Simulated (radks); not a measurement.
# Nuclear size and the levels of V⁺

One table from this session's results is given with a row withheld; the runs are named, their logs left out.

Program: radks (a radial shooting solver on a logarithmic mesh, Libxc functionals) version 1. Level of theory: Dirac Kohn-Sham, BLYP, spin-unpolarised, spherical densities, finite nucleus; open shells are shared between the two j in proportion to 2j + 1. These are calculated values, not measurements, unless marked.

### The system

* element: vanadium (Z = 23)
* charge: +1
* electrons: 22
* configuration: [Ar] 3d4
* nuclear rms radius: 3.6002 fm

Outer shells as boxes (Hund's rule):

V⁺
```
[Ar] core
3d [↑ ][↑ ][↑ ][↑ ][  ]
```

Set-up of the first run:

Settings of this run:

```text
Z 23
configuration [Ar] 3d4 4s0 4p0
relativity Dirac
functional b88,lyp
spin unpolarised
j_filling average
nucleus finite rms 3.6002 fm
c 137.035999084
```

Among the steps run: rms radius 3.6002 fm.

One of the session's tables, all rows but one given; the rest of the session is left out.

It belongs to the step «rms radius 3.6002 fm». Sizes of the orbitals, from the radial functions (bohr):

| level | <r> | outermost maximum (interpolated) | 90 % within | nodes |
| --- | --- | --- | --- | --- |
| 3s1/2 | ? | ? | ? | ? |
| 3p1/2 | 1.023 | 0.843 | 1.59 | 1 |
| 3p3/2 | 1.032 | 0.850 | 1.60 | 1 |
| 4s1/2 | 3.188 | 2.70 | 4.75 | 3 |
| 3d3/2 | 1.557 | 0.914 | 2.81 | 0 |
| 3d5/2 | 1.565 | 0.917 | 2.82 | 0 |
| 4p1/2 | 4.029 | 3.38 | 6.07 | 2 |
| 4p3/2 | 4.055 | 3.40 | 6.10 | 2 |

Estimate the missing values for 3s1/2.

As computed: <r>: 0.9551; outermost maximum (interpolated): 0.821; 90 % within: 1.43; nodes: 2. In the column «<r>» it is the lowest.
